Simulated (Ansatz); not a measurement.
# C2H4BCl (SMILES C=CBCl): B3LYP/6-31G(d) (Cartesian functions)

Aim: the vertical ionisation energy of C2H4BCl at B3LYP/6-31G* (Cartesian functions), from 2 runs. 

The results are computed with Ansatz 0.2.0.

39 further runs of the same task are left out: 39 set aside as unsound or not needed.

## (1) The structure to begin with

C2H4BCl has 8 atoms, charge 0, and is taken as a singlet. SMILES: `C=CBCl`. Geometry: relaxed at PBE0-D4/def2-TZVP. This is one conformer, not always the lowest.

Bond lengths: C1–C2 1.337 Å, C2–B3 1.531 Å, B3–Cl4 1.750 Å, C1–H5 1.086 Å, C1–H6 1.086 Å, C2–H7 1.088 Å, B3–H8 1.194 Å. Angles: C1–C2–B3 119.9°, C2–B3–Cl4 121.0°, C1–C2–H7 118.9°, B3–C2–H7 121.2°, C2–C1–H5 120.8°, C2–C1–H6 122.7°, C2–B3–H8 121.9°, Cl4–B3–H8 117.1°, H5–C1–H6 116.4°.

## (2) A single-point energy at B3LYP/6-31G(d) (Cartesian functions)

Input file input.yaml:

```yaml
crystal:
  periodic: [false, false, false]
  atoms:
    - {symbol: C, position_ang: [0.357400, 1.219900, -0.260000]}
    - {symbol: C, position_ang: [0.353800, 0.057700, 0.401100]}
    - {symbol: B, position_ang: [-0.528600, -1.094400, -0.086400]}
    - {symbol: Cl, position_ang: [-0.555100, -2.627600, 0.756600]}
    - {symbol: H, position_ang: [-0.259700, 1.360400, -1.142800]}
    - {symbol: H, position_ang: [0.965100, 2.067000, 0.044900]}
    - {symbol: H, position_ang: [0.984000, -0.048700, 1.281300]}
    - {symbol: H, position_ang: [-1.225000, -0.991500, -1.050400]}
basis:
  gaussian:
    orbitals: "6-31G*"
total_charge: 0
hamiltonian:
  xc: {name: B3LYP}
accuracy: high
output: {orbitals: {seedname: orbitals}}
```

Command:

```console
$ ansatz run input.yaml --threads 1 --pin off --max-ram 3480MiB --events-out events.jsonl --progress --plain --runs-dir runs
```

Output:

```text
Warning: RAYON_NUM_THREADS=1 ignored (pool sized by the plan → 1); use --threads N
Functional definition: B3LYP
  name "B3LYP"
  parameter a0 = 0.2
  parameter ax = 0.72
  parameter ac = 0.81
  exchange = (1 - a0 - ax)*slater_x + ax*b88_x + a0*exact_x
  correlation = (1 - ac)*vwn_rpa_c + ac*lyp_c
1608 factors; integrals over basis functions are off by at most 3.6e-9 eV
mean field evaluation 1: about -15334.8910 eV, gradient 3.8e1 eV
mean field evaluation 2: about -15333.6386 eV, gradient 4.3e1 eV
mean field evaluation 4: about -15338.5334 eV, gradient 2.4e0 eV
mean field evaluation 8: about -15338.6623 eV, gradient 2.2e-1 eV
mean field evaluation 16: about -15338.6625 eV, gradient 1.1e-5 eV
mean field -15338.66248465 eV, -563.6854493919 hartree, gradient 6.1e-8 eV, S^2 0.000000; 0 other end points of the search recorded, 0 dependent functions left out
reference -15338.66252039 eV, -563.6854507056 hartree; 19, 19 occupied and 53, 53 virtual orbitals, 1608 factors
Total energy: -15338.66252039 eV, -563.6854507056 hartree
```

Run time: 5.4 s. Hardware: 1 thread of Arm Neoverse V1, shared host; peak memory 0.21 GiB.

## (3) The doublet cation, same level

Input file job.yaml:

```yaml
crystal:
  periodic: [false, false, false]
  atoms:
    - {symbol: C, position_ang: [0.357400, 1.219900, -0.260000]}
    - {symbol: C, position_ang: [0.353800, 0.057700, 0.401100]}
    - {symbol: B, position_ang: [-0.528600, -1.094400, -0.086400]}
    - {symbol: Cl, position_ang: [-0.555100, -2.627600, 0.756600]}
    - {symbol: H, position_ang: [-0.259700, 1.360400, -1.142800]}
    - {symbol: H, position_ang: [0.965100, 2.067000, 0.044900]}
    - {symbol: H, position_ang: [0.984000, -0.048700, 1.281300]}
    - {symbol: H, position_ang: [-1.225000, -0.991500, -1.050400]}
basis:
  gaussian:
    orbitals: "6-31G*"
total_charge: 1
magnetization:
  spin_polarized: true
  initial_magnetization: 1
hamiltonian:
  xc: {name: B3LYP}
accuracy: high
output: {orbitals: {seedname: orbitals}}
```

Command:

```console
$ ansatz run job.yaml --threads 1 --pin off --max-ram 3480MiB --events-out events.jsonl --progress --plain --runs-dir runs
```

Output:

```text
Warning: RAYON_NUM_THREADS=1 ignored (pool sized by the plan → 1); use --threads N
Functional definition: B3LYP
  name "B3LYP"
  parameter a0 = 0.2
  parameter ax = 0.72
  parameter ac = 0.81
  exchange = (1 - a0 - ax)*slater_x + ax*b88_x + a0*exact_x
  correlation = (1 - ac)*vwn_rpa_c + ac*lyp_c
1608 factors; integrals over basis functions are off by at most 3.6e-9 eV
mean field evaluation 1: about -15318.9915 eV, gradient 4.0e1 eV
mean field evaluation 2: about -15300.9308 eV, gradient 6.5e1 eV
mean field evaluation 4: about -15325.3888 eV, gradient 1.8e1 eV
mean field evaluation 8: about -15328.0355 eV, gradient 5.0e-1 eV
mean field evaluation 16: about -15328.1623 eV, gradient 7.1e-2 eV
mean field evaluation 32: about -15328.1592 eV, gradient 2.6e-1 eV
mean field -15328.23586214 eV, -563.3022780822 hartree, gradient 1.8e-8 eV, S^2 0.759379; 6 other end points of the search recorded, 0 dependent functions left out
reference -15328.23589669 eV, -563.3022793519 hartree; 19, 18 occupied and 53, 54 virtual orbitals, 1608 factors
Total energy: -15328.23589669 eV, -563.3022793519 hartree
```

Run time: 23 s. Hardware: 1 thread of Arm Neoverse V1, shared host; peak memory 0.3 GiB.

## (4) What came out

Level: B3LYP/6-31G* (Cartesian functions).

| quantity | value |
| --- | --- |
| singlet C2H4BCl: total energy | -563.68545 Eh |
| singlet C2H4BCl: HOMO energy | -8.02 eV |
| singlet C2H4BCl: LUMO energy | -1.96 eV |
| singlet C2H4BCl: HOMO–LUMO gap | 6.06 eV |
| doublet cation: total energy | -563.30228 Eh |
| doublet cation: HOMO energy (highest over α and β) | -14.11 eV |
| doublet cation: LUMO energy (lowest over α and β) | -12.83 eV |
| doublet cation: ⟨S²⟩ | 0.759 |
| vertical ionisation energy (to the doublet cation) | 10.427 eV |

What this shows: Removing an electron at fixed nuclei costs 10.43 eV (240 kcal/mol). The negative HOMO energy of the first species, 8.02 eV, lies 2.41 eV below that difference.
